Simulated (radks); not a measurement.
# Valence configurations of Ga⁺

An exercise on one series of results from a longer session: the logs are not shown, and one member is left open.

Method: scalar-relativistic Kohn-Sham, PBE, spin-polarised, spherical densities, point nucleus; open shells are filled with parallel spins first. Code: radks (a radial shooting solver on a logarithmic mesh, Libxc functionals) version 1.

**Starting point**

```
element       : gallium (Z = 31)
charge        : +1
electrons     : 30
configuration : [Ar] 3d10 4s2
others tried  : 3d9 4s2 4p1; 3d10 4s1 4p1; 3d9.5 4s2 4p0.5; 3d10 4s1.5 4p0.5; 3d10 4p2; 3d8 4s2 4p2; 3d9.5 4s1.5 4p1
```

The outer shells:

Ga⁺
```
[Ar] core
3d [↑↓][↑↓][↑↓][↑↓][↑↓]
4s [↑↓]
```

Set-up of the first run:

Settings of this run:

```text
Z 31
configuration [Ar] 3d10 4s2
relativity scalar-relativistic
functional pbe,pbe
spin polarised
nucleus point
c 137.035999084
```

Steps of the session up to this table: [Ar] 3d10 4s2.

One table of the session follows, with a row left open; its other results are not shown here.

It belongs to the step «[Ar] 3d10 4s2». From the orbitals of this run (lengths in bohr):

```
level      <r>  outermost maximum (interpolated)  90 % within  nodes
   1s  0.04860                            0.0318       0.0869      0
   2s   0.2178                             0.182        0.337      1
   2p   0.1907                             0.146        0.312      0
   3s   0.6519                             0.564        0.976      2
   3p   0.6792                             0.567         1.05      1
   3d   0.8075                             0.533         1.39      0
   4s        ?                                 ?            ?      ?
```

Q: Estimate the row for 4s from the others.

**Answer.** <r>: 2.217; outermost maximum (interpolated): 1.85; 90 % within: 3.33; nodes: 3. In the column «<r>» it is the highest.
